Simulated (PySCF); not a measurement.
**RhS₂: sextet, from a side-on start**

Where does sextet RhS₂ go from a side-on start, is the end point a minimum, and what are its modes, charges and moments?

The runs use PySCF 2.14.0; PBE0, basis Rh def2-SVP with ECP28, S def2-SVP, scalar-relativistic core potentials, no spin–orbit coupling, density fitting.

## Step 1: The starting structure

3 atoms, charge 0, spin multiplicity 6.

Bond lengths: Rh1–S2 2.326 Å, Rh1–S3 2.326 Å, S2–S3 2.000 Å. Angles: S2–Rh1–S3 50.9°, Rh1–S2–S3 64.5°, Rh1–S3–S2 64.5°.

Coordinates in bohr (charge 0 multiplicity 6):
```
Rh    0.0000    0.0000    0.0000
S     1.8897    0.0000    3.9677
S    -1.8897    0.0000    3.9677
```

## Step 2: Finding the electronic state

One driver script runs all steps and calls PySCF; scf.py shows how it sets up the SCF of each step. The optimiser is the driver's own. After this first run the driver tries any further starts and a stability analysis.

Contents of scf.py:

```python
from pyscf import gto, scf, dft
mol = gto.M(atom='''
Rh     0.000000     0.000000     0.000000
S      1.000000     0.000000     2.099623
S     -1.000000     0.000000     2.099623''',
    basis={'Rh': 'def2-SVP', 'S': 'def2-SVP'},
    ecp={'Rh': 'def2-SVP'},
    charge=0, spin=5)
mf = dft.UKS(mol, xc='PBE0')
mf.grids.atom_grid = (50, 194)
aux = {'Rh': 'def2-universal-JKFIT', 'S': 'def2-universal-JKFIT'}
mf = mf.density_fit(auxbasis=aux)
mf.conv_tol = 1e-08
mf.diis_space = 10
mf.max_cycle = 60
mf.init_guess = 'minao'
mf.verbose = 4
mf.kernel()
```

Started as:

```bash
OMP_NUM_THREADS=2 python axn.py task.json out
```

Further steps of the session: Relaxation: side-on start, sextet; Is it a minimum? Harmonic modes.

Before running it: what results should come out? Wanted: minimum; geometry; wavenumbers; dipole moment; highest occupied, lowest empty level; polar-tensor charge of Rh1; zero-point energy; atomisation energy; ⟨S²⟩.

As calculated:

```
                                          quantity                                                            value
                                           minimum                                                      sextet, C2v
                                          geometry  Rh–S 2.576 Å (×2), S–S 1.978 Å; Rh–S–S 67.4° (×2), S–Rh–S 45.1°
                                wavenumbers (cm⁻¹)                                     170 (a1), 183 (b2), 635 (a1)
                                     dipole moment                                                           0.89 D
highest occupied, lowest empty level (either spin)                                                  -4.99, -4.06 eV
                        polar-tensor charge of Rh1                                                          +0.16 e
                                 zero-point energy                                                       5.9 kJ/mol
                               entropy at 298.15 K                                                  315.0 J/(mol K)
         atomisation energy (no zero-point energy)                                                       471 kJ/mol
                                              ⟨S²⟩                                                            8.760
```

The molecule stays C2v, as typed, and the end point is a minimum. The strongest infrared band lies at 635 cm⁻¹ (a1). Most of the spin sits on Rh1 (Mulliken spin 3.32, against 5 for the whole molecule). The first SCF alone would have been 33 kJ/mol too high. Only this shape and spin were tried, so other structures or states may lie lower. One determinant may miss the lowest occupation of an open d or f shell.
